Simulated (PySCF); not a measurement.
**C5H14BPSi: NMR shifts in solvents**

Aim: compute the NMR shifts of C5H14BPSi (`BP[SiH2]C1CCCC1`), and see what a dielectric continuum does where one was used.

The runs use PySCF 2.14.0, with density-fitted response routines of our own; the level of theory stands in each step. All values are computed, except where a source is named. Atoms are numbered from 0 throughout.

### Step 1. Starting geometry

22 atoms, charge 0, multiplicity 1; geometry from: GFN2-xTB. The atoms were then displaced at random by about 0.01 Å, so the start is not that level's minimum.

Bonds of the start (Å): B0–P1 1.81, P1–Si2 2.25, Si2–C3 1.87, C3–C4 1.56, C4–C5 1.54, C5–C6 1.54, C6–C7 1.52, C7–C3 1.53, B0–H8 1.20, B0–H9 1.15, P1–H10 1.37, Si2–H11 1.47, Si2–H12 1.48, C3–H13 1.11, C4–H14 1.10, C4–H15 1.06, C5–H16 1.09, C5–H17 1.08, C6–H18 1.09, C6–H19 1.06, C7–H20 1.11, C7–H21 1.07.

### Step 2. Geometry optimisation at PBE0-D3(BJ)/def2-SVP

Job settings and geometry (Å):

```
{"job": {"xc": "PBE0", "basis": "def2-SVP", "d3": "d3bj", "grid": 1, "shake": 0.01, "kind": "geom"}, "charge": 0, "multiplicity": 1}
B      3.079820     1.457930     0.035320
P      2.645900     0.000090     1.022170
Si     1.100910    -1.182450    -0.101080
C     -0.528810    -0.823490     0.733510
C     -1.748150    -1.252360    -0.147240
C     -1.972620    -0.059720    -1.094170
C     -1.240940     1.137680    -0.454580
C     -0.805130     0.672840     0.927510
H      2.195500     2.223950    -0.245570
H      4.169200     1.758140    -0.186470
H      3.742880    -0.806860     0.853400
H      1.489570    -2.592770     0.087450
H      1.075360    -0.904240    -1.550500
H     -0.604890    -1.344530     1.705080
H     -2.632860    -1.399820     0.490160
H     -1.561590    -2.162980    -0.663110
H     -3.030980     0.142320    -1.223470
H     -1.563090    -0.275440    -2.069910
H     -1.895060     2.010330    -0.402700
H     -0.393740     1.411370    -1.035020
H     -1.650320     0.812650     1.638120
H      0.063970     1.181710     1.293810
```

Run with:

```bash
$ OMP_NUM_THREADS=1 python probes_run.py task.json out
```

The driver reads the jobs from task.json and runs them one after another.

The program printed:

```text
step   0  E = -853.77106550  max force = 0.031396
step   1  E = -853.78110181  max force = 0.006661
step   2  E = -853.78150749  max force = 0.001314
step   3  E = -853.78156401  max force = 0.000631
step   4  E = -853.78160329  max force = 0.000945
step   5  E = -853.78163621  max force = 0.000879
step   6  E = -853.78165384  max force = 0.000541
step   7  E = -853.78166279  max force = 0.000278
optimisation converged
```

Run time: 1.7 min. Hardware: 1 thread of Intel Xeon 6975P-C, shared host; peak memory 0.83 GiB.

Along the way:

```
step  energy from step 0 (eV)  largest force component (eV/Å)
   0                   0.0000                          1.6144
   1                  -0.2731                          0.3425
   2                  -0.2841                          0.0676
   3                  -0.2857                          0.0324
   4                  -0.2867                          0.0486
   5                  -0.2876                          0.0452
   6                  -0.2881                          0.0278
   7                  -0.2884                          0.0143
```

Close pairs (by a distance rule), those that changed most:

```
  bond  before (Å)  after (Å)  change (Å)
 B0–H9       1.152      1.207      +0.055
P1–H10       1.372      1.420      +0.047
C6–H19       1.063      1.103      +0.040
C4–H15       1.063      1.103      +0.040
 B0–P1       1.813      1.850      +0.037
C7–H21       1.072      1.102      +0.030
Si2–C3       1.866      1.894      +0.028
 C3–C4       1.564      1.539      -0.025
```

The next job starts from the end point, and lists it.

```
                         at the end point                value
  point group (found at 0.08 Å tolerance)                   C1
rotational constants (GHz, main isotopes)  2.536, 0.851, 0.741
                        dipole moment (D)                 1.40
```

### Step 3. Nuclear shieldings: PBE0/pcSseg-1 in dichloromethane

Job settings and geometry (Å):

```
{"job": {"kind": "nmr", "xc": "PBE0", "basis": "pcSseg-1", "solvent": "dichloromethane", "pop": true}, "charge": 0, "multiplicity": 1}
B      3.028457     1.417903     0.028384
P      2.741193    -0.196520     0.884761
Si     1.025220    -1.239852    -0.137452
C     -0.594145    -0.752654     0.715240
C     -1.814059    -1.161888    -0.128727
C     -2.029609     0.007674    -1.111043
C     -1.258084     1.209434    -0.520562
C     -0.802185     0.758553     0.869467
H      2.074879     2.112300    -0.231364
H      4.149868     1.827261    -0.148353
H      3.876864    -1.003425     0.611947
H      1.273792    -2.704760     0.032167
H      0.983152    -0.951141    -1.604988
H     -0.574158    -1.265232     1.692020
H     -2.687314    -1.263061     0.537430
H     -1.699927    -2.132575    -0.639267
H     -3.101216     0.225547    -1.231827
H     -1.651392    -0.242566    -2.113786
H     -1.861975     2.128015    -0.482784
H     -0.378932     1.442346    -1.143775
H     -1.605899     0.931374     1.606502
H      0.084380     1.300902     1.234904
```

Level: GIAO PBE0/pcSseg-1 NMR shielding, non-relativistic, IEF-PCM dichloromethane.

The program printed:

```text
coarse grid: 18448 points
cycle   1  E = -853.9677998512  dE =  5.282e-01  |g| = 3.870e-01  |ddm| = 4.070e+00
cycle   2  E = -853.9525246869  dE =  1.528e-02  |g| = 4.696e-01  |ddm| = 8.233e-01
cycle   3  E = -854.0112500814  dE = -5.873e-02  |g| = 4.762e-02  |ddm| = 4.780e-01
cycle   4  E = -854.0117208359  dE = -4.708e-04  |g| = 1.707e-02  |ddm| = 6.685e-02
cycle   5  E = -854.0117963791  dE = -7.554e-05  |g| = 5.393e-03  |ddm| = 2.516e-02
cycle   6  E = -854.0118042311  dE = -7.852e-06  |g| = 1.185e-03  |ddm| = 6.680e-03
final grid: 166312 points
cycle   7  E = -854.0604638769  dE = -4.509e-05  |g| = 8.776e-03  |ddm| = 3.479e-02
cycle   8  E = -854.0604504371  dE =  1.344e-05  |g| = 1.140e-02  |ddm| = 1.904e-02
cycle   9  E = -854.0604849669  dE = -3.453e-05  |g| = 6.309e-04  |ddm| = 1.089e-02
cycle  10  E = -854.0604850442  dE = -7.730e-08  |g| = 2.277e-04  |ddm| = 7.991e-04
cycle  11  E = -854.0604850572  dE = -1.304e-08  |g| = 5.579e-05  |ddm| = 2.567e-04
cycle  12  E = -854.0604850580  dE = -8.392e-10  |g| = 9.198e-06  |ddm| = 7.695e-05
converged SCF energy = -854.0604850580

GIAO shielding tensors (ppm)
atom      isotropic    diamagn.    paramagn.     s11        s22        s33       span
  0 B       14.728     197.054    -182.326    -89.887     -4.902    138.973    228.860
  1 P      461.463     970.588    -509.124    308.036    489.984    586.370    278.333
  2 Si     402.038     880.717    -478.680    351.507    392.559    462.047    110.540
  3 C      157.349     251.288     -93.939    136.040    163.172    172.836     36.795
  4 C      153.547     248.434     -94.887    127.556    160.742    172.342     44.786
  5 C      160.682     247.686     -87.003    130.892    172.817    178.338     47.445
  6 C      159.174     248.904     -89.730    131.342    170.811    175.368     44.026
  7 C      153.468     247.287     -93.819    130.227    160.890    169.287     39.060
  8 H       23.213      30.359      -7.146     14.688     25.534     29.415     14.727
  9 H       22.785      28.196      -5.411     15.277     26.030     27.048     11.772
 10 H       27.397      29.115      -1.718     22.308     24.910     34.973     12.665
 11 H       27.138      29.833      -2.696     22.757     25.997     32.659      9.902
 12 H       26.780      30.230      -3.450     22.653     26.726     30.961      8.307
 13 H       29.630      32.050      -2.420     25.420     26.869     36.599     11.179
 14 H       29.416      30.205      -0.789     23.711     27.230     37.306     13.595
 15 H       29.567      30.230      -0.663     25.015     27.666     36.020     11.005
 16 H       29.564      28.702       0.861     24.105     27.153     37.433     13.328
 17 H       29.571      29.965      -0.394     25.637     26.776     36.301     10.664
 18 H       29.514      29.776      -0.262     24.412     26.838     37.292     12.880
 19 H       29.548      31.573      -2.025     25.470     27.448     35.726     10.256
 20 H       29.522      31.193      -1.672     24.431     26.941     37.193     12.762
 21 H       29.191      32.239      -3.048     24.287     28.453     34.832     10.545
```

Run time: 32 s. Hardware: 1 thread of Intel Xeon 6975P-C, shared host; peak memory 1.2 GiB.

Shifts follow as δ = σ(reference) − σ, with reference shieldings (ppm) from runs at the same level and on the same kind of geometry: 1H TMS 31.24, 13C TMS 185.3, 29Si TMS 351.8, 31P PH3 586.4, 11B BF3·OEt2 101.3. The references are single molecules in the same continuum, so shifts against H2O, NH3, PH3, H3PO4 or CFCl3 are not on the usual liquid scales and can be off by tens of ppm. Atoms listed in one row are averaged.

```
   atoms                               environment  σ (ppm)  δ (ppm)
  C4, C7                         sp3 CH2 in a ring    153.5     31.8
      C3                       sp3 CH bonded to Si    157.3     28.0
  C5, C6                         sp3 CH2 in a ring    159.9     25.4
  H8, H9           hydrogen on a boron bonded to P    23.00     8.24
H11, H12      hydrogen on a silicon bonded to C, P    26.96     4.28
     H10  hydrogen on a phosphorus bonded to B, Si    27.40     3.85
H15, H21          hydrogen on an sp3 CH2 in a ring    29.38     1.86
H14, H20          hydrogen on an sp3 CH2 in a ring    29.47     1.77
H16, H18          hydrogen on an sp3 CH2 in a ring    29.54     1.70
H17, H19          hydrogen on an sp3 CH2 in a ring    29.56     1.68
     H13        hydrogen on an sp3 CH bonded to Si    29.63     1.61
      B0                    boron bonded to P, 2 H     14.7     86.6
      P1             phosphorus bonded to B, Si, H    461.5    125.0
     Si2               silicon bonded to C, P, 2 H    402.0    -50.2
```

Charges from the same density, by scheme (e):

```
 atoms  Mulliken    IAO  Hirshfeld  ESP fit
    B0     -0.08  -0.24       0.05     0.19
    P1     -0.34   0.00      -0.03    -0.40
   Si2      0.51   0.57       0.29     0.28
    C3     -0.54  -0.37      -0.11    -0.05
C4, C7     -0.19  -0.25      -0.07    -0.11
C5, C6     -0.24  -0.27      -0.07    -0.03
```

Mayer bond orders: B0–P1 1.26, P1–Si2 0.90, Si2–C3 0.89, C3–C4 1.00, C4–C5 1.02, C5–C6 1.02, C6–C7 1.03, C7–C3 1.00.

Ring of atoms C3, C4, C5, C6, C7: NICS(0) -5.8, NICS(1) -4.0, NICS(1)zz -5.7 ppm (means of both faces).

### Step 4. NMR shieldings: PBE0/pcSseg-1 in tetrahydrofuran

Same as in step 3 but for these lines:

```diff
@@ -1,2 +1,2 @@
-{"job": {"kind": "nmr", "xc": "PBE0", "basis": "pcSseg-1", "solvent": "dichloromethane", "pop": true}, "charge": 0, "multiplicity": 1}
+{"job": {"kind": "nmr", "xc": "PBE0", "basis": "pcSseg-1", "solvent": "tetrahydrofuran", "pop": false}, "charge": 0, "multiplicity": 1}
 B      3.028457     1.417903     0.028384
```

Level: GIAO PBE0/pcSseg-1 NMR shielding, non-relativistic, IEF-PCM tetrahydrofuran.

The program printed:

```text
coarse grid: 18448 points
cycle   1  E = -853.9676702954  dE =  5.283e-01  |g| = 3.872e-01  |ddm| = 4.070e+00
cycle   2  E = -853.9522001990  dE =  1.547e-02  |g| = 4.705e-01  |ddm| = 8.247e-01
cycle   3  E = -854.0111628034  dE = -5.896e-02  |g| = 4.772e-02  |ddm| = 4.798e-01
cycle   4  E = -854.0116354402  dE = -4.726e-04  |g| = 1.708e-02  |ddm| = 6.707e-02
cycle   5  E = -854.0117109159  dE = -7.548e-05  |g| = 5.414e-03  |ddm| = 2.525e-02
cycle   6  E = -854.0117188249  dE = -7.909e-06  |g| = 1.191e-03  |ddm| = 6.732e-03
final grid: 166312 points
cycle   7  E = -854.0603787129  dE = -4.505e-05  |g| = 8.784e-03  |ddm| = 3.480e-02
cycle   8  E = -854.0603651299  dE =  1.358e-05  |g| = 1.143e-02  |ddm| = 1.909e-02
cycle   9  E = -854.0603998481  dE = -3.472e-05  |g| = 6.299e-04  |ddm| = 1.094e-02
cycle  10  E = -854.0603999251  dE = -7.702e-08  |g| = 2.273e-04  |ddm| = 7.990e-04
cycle  11  E = -854.0603999380  dE = -1.294e-08  |g| = 5.623e-05  |ddm| = 2.569e-04
cycle  12  E = -854.0603999389  dE = -8.529e-10  |g| = 9.043e-06  |ddm| = 7.782e-05
converged SCF energy = -854.0603999389

GIAO shielding tensors (ppm)
atom      isotropic    diamagn.    paramagn.     s11        s22        s33       span
  0 B       14.742     197.055    -182.313    -89.850     -4.895    138.970    228.819
  1 P      461.432     970.577    -509.145    308.137    489.839    586.320    278.182
  2 Si     402.072     880.718    -478.646    351.528    392.618    462.070    110.542
  3 C      157.349     251.286     -93.937    136.036    163.168    172.843     36.807
  4 C      153.528     248.430     -94.902    127.553    160.710    172.319     44.766
  5 C      160.667     247.677     -87.010    130.883    172.805    178.314     47.431
  6 C      159.160     248.893     -89.733    131.337    170.799    175.345     44.008
  7 C      153.455     247.273     -93.818    130.220    160.874    169.271     39.051
  8 H       23.213      30.355      -7.141     14.690     25.535     29.415     14.724
  9 H       22.785      28.192      -5.407     15.280     26.027     27.048     11.768
 10 H       27.408      29.123      -1.715     22.320     24.925     34.977     12.657
 11 H       27.138      29.833      -2.695     22.758     25.998     32.659      9.901
 12 H       26.780      30.229      -3.450     22.652     26.726     30.960      8.308
 13 H       29.633      32.055      -2.421     25.425     26.874     36.602     11.177
 14 H       29.418      30.209      -0.790     23.715     27.234     37.307     13.592
 15 H       29.570      30.234      -0.663     25.020     27.670     36.021     11.001
 16 H       29.565      28.705       0.860     24.107     27.155     37.433     13.326
 17 H       29.572      29.964      -0.392     25.638     26.777     36.300     10.662
 18 H       29.515      29.777      -0.262     24.414     26.839     37.292     12.878
 19 H       29.548      31.570      -2.022     25.471     27.448     35.726     10.255
 20 H       29.524      31.195      -1.671     24.433     26.945     37.195     12.762
 21 H       29.187      32.233      -3.045     24.284     28.450     34.829     10.546
```

Wall time 29 s (1 thread of Intel Xeon 6975P-C, shared host); peak memory 1.2 GiB.

Key values: δ C4 31.8, C3 27.9, C5 25.4, B0 86.5, H8 8.24, H11 4.29 ppm (means over like atoms).

### Step 5. Run by run: NMR shifts

Shifts (ppm) of some atoms, chosen among heavy atoms and hydrogens apart, means over like atoms, with basis size and wall time:

```
                             run    C3    C5   H10   H13    B0     P1    Si2  functions  time
PBE0/pcSseg-1 in dichloromethane  28.0  25.4  3.85  1.61  86.6  125.0  -50.2        220  32 s
PBE0/pcSseg-1 in tetrahydrofuran  27.9  25.4  3.84  1.61  86.5  124.9  -50.2        220  29 s
```

The continuum's effect on the ground state:

```
        solvent     ε  polarisation energy (Eh)  μ (D)
tetrahydrofuran  7.43                   -0.0023   1.74
dichloromethane  8.93                   -0.0024   1.75
```

### Step 6. Results

| quantity | value |
| --- | --- |
| point group | C1 |
| rotational constants (main isotopes) | 2.54, 0.85, 0.74 GHz |
| 13C shifts against TMS (PBE0/pcSseg-1, dichloromethane, means over atoms taken as alike) | 31.8, 28.0, 25.4 ppm |
| 1H shifts against TMS (PBE0/pcSseg-1, dichloromethane, means over atoms taken as alike) | 8.24, 4.28, 3.85, 1.86, 1.77, 1.70, 1.68, 1.61 ppm |
| 11B shifts against BF3·OEt2 (PBE0/pcSseg-1, dichloromethane) | 86.6 ppm |
| 31P shifts against PH3 (PBE0/pcSseg-1, dichloromethane) | 125.0 ppm |
| 29Si shifts against TMS (PBE0/pcSseg-1, dichloromethane) | -50.2 ppm |
| range of the shift of P1 | 124.9 to 125.0 ppm |

The optimisation took 7 steps and gained 0.288 eV; among the close pairs (by a distance rule), B0–H9 changed most, from 1.152 to 1.207 Å. At PBE0/pcSseg-1: The largest span, 278 ppm, is at P1, where the paramagnetic term is -509 ppm. Across the 2 runs the shift of P1 moves most, between 124.9 (PBE0/pcSseg-1 in tetrahydrofuran) and 125.0 ppm (PBE0/pcSseg-1 in dichloromethane). Most of that comes from the computed reference, not from the atom's own shielding. The continuum holds electrostatics alone: no hydrogen bonds to the solvent, and the gas-phase geometry is kept.
